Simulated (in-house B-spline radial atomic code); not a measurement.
# Tb⁶⁺: ionisation energy by several methods

An exercise on one series of results from a longer session: the logs are not shown, and one member is left open.

The numbers are computed with in-house B-spline radial atomic code version 1 (non-relativistic, several functionals, spin-polarised, exact exchange averaged over the configuration; spherical all-electron atom at the radial basis limit), except any that are marked as measured or tabulated.

**The atom as given**

| Quantity | Value |
| --- | --- |
| element | terbium (Z = 65) |
| charge | +6 |
| electrons | 59 |
| configuration | [Kr] 4d10 4f8 5s2 5p3 |
| nucleus | point |

The outer shells:

[Kr] 4d10 4f8 5s2 5p3
```
[Kr] core
4d [↑↓][↑↓][↑↓][↑↓][↑↓]
4f [↑↓][↑ ][↑ ][↑ ][↑ ][↑ ][↑ ]
5s [↑↓]
5p [↑ ][↑ ][↑ ]
```

Where spins are not typed, each open shell is filled with up spins first.

Set-up of the first run:

Settings of the run:

```ini
Z = 65
electrons = 59.0
configuration = [Kr] 4d10 4f8 5s2 5p3
hamiltonian = nr
method = bhandhlyp
spin_polarised = True
exact_exchange = averaged over the configuration
```

On the command line:

```bash
python run_scf.py task.json out
```

The settings of every run stand in task.json; they run in order.

Steps of the session up to this table: BHandHLYP; TPSSh; r2SCAN0; M06-2X; LC-ωPBE.

One table of the session follows, with a row left open; its other results are not shown here.

| method | ΔSCF (eV) |
| --- | --- |
| BHandHLYP | 92.653 |
| TPSSh | ? |
| r2SCAN0 | 92.406 |
| M06-2X | 93.413 |
| LC-ωPBE | 94.120 |

Q: Estimate the row for TPSSh from the others.

The run gave: ΔSCF (eV): 93.482. In the column «ΔSCF (eV)» it lies between M06-2X (93.413) and LC-ωPBE (94.120).

To keep in mind: These runs leave out relativity, which matters at this nuclear charge.
